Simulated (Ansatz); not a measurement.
**CH₇F₂NSi₂: one species, many methods**

One table from this session's results is given with a row withheld; the runs are named, their logs left out.

Program: Ansatz 0.2.0, Gaussian basis. Level of theory: functionals in def2-TZVPP, the program's frozen cores in correlated methods. These are calculated values, not measurements.

Levels to be run: LDA (SPW92), PBE-D4, revPBE-D4, BLYP-D4, r2SCAN-D4, B97M-V, PBE0-D4, B3LYP-D4, r2SCANh-D4, r2SCAN0-D4, HSE06-D4, BHLYP-D4, CAM-B3LYP-D4, LC-ωPBE, ωB97X-V, ωB97M-V, B2PLYP, PBE-QIDH; CCSD(T)/def2-SVP; CCSD(T)/def2-TZVPP; MP2/def2-QZVPP; extrapolation to the limit; RPA on PBE.

### Structure used throughout

The geometry comes from an earlier relaxation with PBE0-D4 in a triple-zeta def2 set; it is a stationary point, not always the lowest conformer.

13 atoms, charge 0, spin multiplicity 1.

Atoms are counted from 1 here; the program's logs count them from 0.

Bond lengths: C1–Si2 1.850 Å, C1–H7 1.092 Å, C1–H8 1.094 Å, C1–H9 1.092 Å, Si2–F3 1.603 Å, Si2–N4 1.719 Å, Si2–H10 1.481 Å, N4–Si5 1.710 Å, N4–H11 1.012 Å, Si5–F6 1.601 Å, Si5–H12 1.480 Å, Si5–H13 1.478 Å. Angles: Si2–C1–H7 110.7°, Si2–C1–H8 110.9°, Si2–C1–H9 110.8°, H7–C1–H8 108.2°, H7–C1–H9 108.4°, H8–C1–H9 107.7°, C1–Si2–F3 107.1°, C1–Si2–N4 111.6°, C1–Si2–H10 114.1°, F3–Si2–N4 110.3°, F3–Si2–H10 106.7°, N4–Si2–H10 106.9°, Si2–N4–Si5 128.0°, Si2–N4–H11 116.2°, Si5–N4–H11 115.8°, N4–Si5–F6 111.7°, N4–Si5–H12 110.0°, N4–Si5–H13 108.6° and more.

Geometry (Å):

```
C    -0.5443   -1.7549    1.2854
Si    0.6046   -0.6980    0.2925
F     1.5320   -1.6867   -0.5640
N    -0.2539    0.3652   -0.7497
Si    0.1007    1.9982   -1.1113
F    -0.7516    3.0040   -0.2034
H    -1.1675   -1.1393    1.9380
H    -1.2021   -2.3361    0.6331
H     0.0154   -2.4586    1.9056
H     1.5138    0.1389    1.1080
H    -1.0785   -0.0158   -1.1946
H    -0.2748    2.3001   -2.5106
H     1.5265    2.2485   -0.8142
```

Set-up of the first run:

Contents of in.yaml:

```yaml
crystal:
  periodic: [false, false, false]
  atoms:
    - {symbol: C, position_ang: [-0.544271, -1.754905, 1.285397]}
    - {symbol: Si, position_ang: [0.604601, -0.698045, 0.292527]}
    - {symbol: F, position_ang: [1.531969, -1.686713, -0.563971]}
    - {symbol: N, position_ang: [-0.253887, 0.365200, -0.749707]}
    - {symbol: Si, position_ang: [0.100736, 1.998151, -1.111330]}
    - {symbol: F, position_ang: [-0.751646, 3.004011, -0.203371]}
    - {symbol: H, position_ang: [-1.167464, -1.139312, 1.938012]}
    - {symbol: H, position_ang: [-1.202050, -2.336102, 0.633111]}
    - {symbol: H, position_ang: [0.015379, -2.458628, 1.905631]}
    - {symbol: H, position_ang: [1.513799, 0.138883, 1.107978]}
    - {symbol: H, position_ang: [-1.078531, -0.015848, -1.194642]}
    - {symbol: H, position_ang: [-0.274832, 2.300101, -2.510553]}
    - {symbol: H, position_ang: [1.526499, 2.248507, -0.814182]}
basis:
  gaussian: {orbitals: def2-TZVPP}
hamiltonian: {xc: lda}
output: {orbitals: {seedname: orbitals}}
```

Run with:

```sh
> ansatz run in.yaml --threads 2 --pin off --events-out ev --progress --plain --max-ram 32768MiB --backend cuda --devices 0, --max-vram 18GiB
```

Among the steps run: LDA; PBE-D4 (GGA); revPBE-D4 (GGA); BLYP-D4 (GGA); r2SCAN-D4 (meta-GGA); B97M-V (meta-GGA); B3LYP-D4 (hybrid); r2SCANh-D4 (hybrid); r2SCAN0-D4 (hybrid); HSE06-D4 (hybrid); BHLYP-D4 (hybrid); CAM-B3LYP-D4 (range-separated); LC-ωPBE (range-separated); ωB97X-V (range-separated); ωB97M-V (range-separated); B2PLYP (double hybrid); PBE-QIDH (double hybrid).

One of the session's tables, all rows but one given; the rest of the session is left out.

| functional | HOMO (eV) | LUMO (eV) | gap (eV) |
| --- | --- | --- | --- |
| LDA (SPW92) | -7.32 | -0.60 | 6.72 |
| PBE-D4 | -7.13 | -0.38 | 6.75 |
| revPBE-D4 | -7.06 | -0.27 | 6.79 |
| BLYP-D4 | -6.98 | -0.30 | 6.68 |
| r2SCAN-D4 | -7.44 | 0.12 | 7.56 |
| B97M-V | -7.56 | -0.21 | 7.35 |
| PBE0-D4 | -8.56 | 0.46 | 9.02 |
| B3LYP-D4 | -8.29 | 0.19 | 8.49 |
| r2SCANh-D4 | -7.98 | 0.39 | 8.37 |
| r2SCAN0-D4 | -8.78 | 0.78 | 9.57 |
| HSE06-D4 | -8.15 | 0.09 | 8.24 |
| BHLYP-D4 | -9.88 | 1.18 | 11.07 |
| CAM-B3LYP-D4 | ? | ? | ? |
| LC-ωPBE | -11.40 | 2.59 | 13.99 |
| ωB97X-V | -11.02 | 2.39 | 13.41 |
| ωB97M-V | -10.92 | 1.97 | 12.89 |

**Question.** Estimate the row for CAM-B3LYP-D4.

**Answer.** HOMO (eV): -9.98; LUMO (eV): 1.33; gap (eV): 11.31. In the column «HOMO (eV)» it lies between ωB97M-V (-10.92) and BHLYP-D4 (-9.88).
